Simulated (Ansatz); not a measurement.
## Ir4W under changes of volume

One of the cells (14.877 Å³/atom); the others are scaled copies at fixed shape and fractional positions:

```
CELL_PARAMETERS angstrom
1.37784 0.79550 11.31056
-1.37784 0.79550 11.31056
0.00000 -1.59099 11.31056
ATOMIC_POSITIONS crystal
Ir 0.39967 0.39967 0.39967
Ir 0.80081 0.80081 0.80081
Ir 0.19919 0.19919 0.19919
Ir 0.60033 0.60033 0.60033
W 0.00000 0.00000 0.00000
```

The cell comes from a database or a generator and needn't be the stable form of this composition.

- Program: Ansatz 0.2.0
- Functional: PBE
- Potentials or basis: Ansatz PAW
- Cutoff: 420 eV (not typed: the program's choice for these potentials)
- k mesh: 11 × 11 × 11
- Occupations: fermi-dirac, width 0.05 eV
- Spin: no spin polarisation

```csv
volume (Å³/atom),energy over the lowest point (meV/atom),pressure (GPa),largest force (eV/Å)
13.984,53.80,22.3,0.183
14.281,20.96,13.4,0.121
14.579,3.60,5.6,0.065
14.877,0.00,-1.4,0.022
15.174,?,?,?
15.472,28.06,-13.1,0.131
15.769,57.13,-18.0,0.181
```

Q: What does the run at 15.174 Å³/atom give?

A: Energy over the lowest point 8.61 meV/atom; pressure -7.6 GPa; largest force 0.078 eV/Å.

Worked out: A Birch-Murnaghan fit of order 3 (a polynomial in V^(-2/3)) to the other rows has its minimum at 14.81 Å³/atom with B0 = V·E''(V) = 336 GPa and B' = 4.9 at fixed shape and positions, which overstates the stiffness. It gives 8.59 meV/atom at 15.174 Å³/atom, against the run's 8.61, and -dE/dV = -7.7 GPa, against -7.6.

Energies are extrapolated to zero smearing.
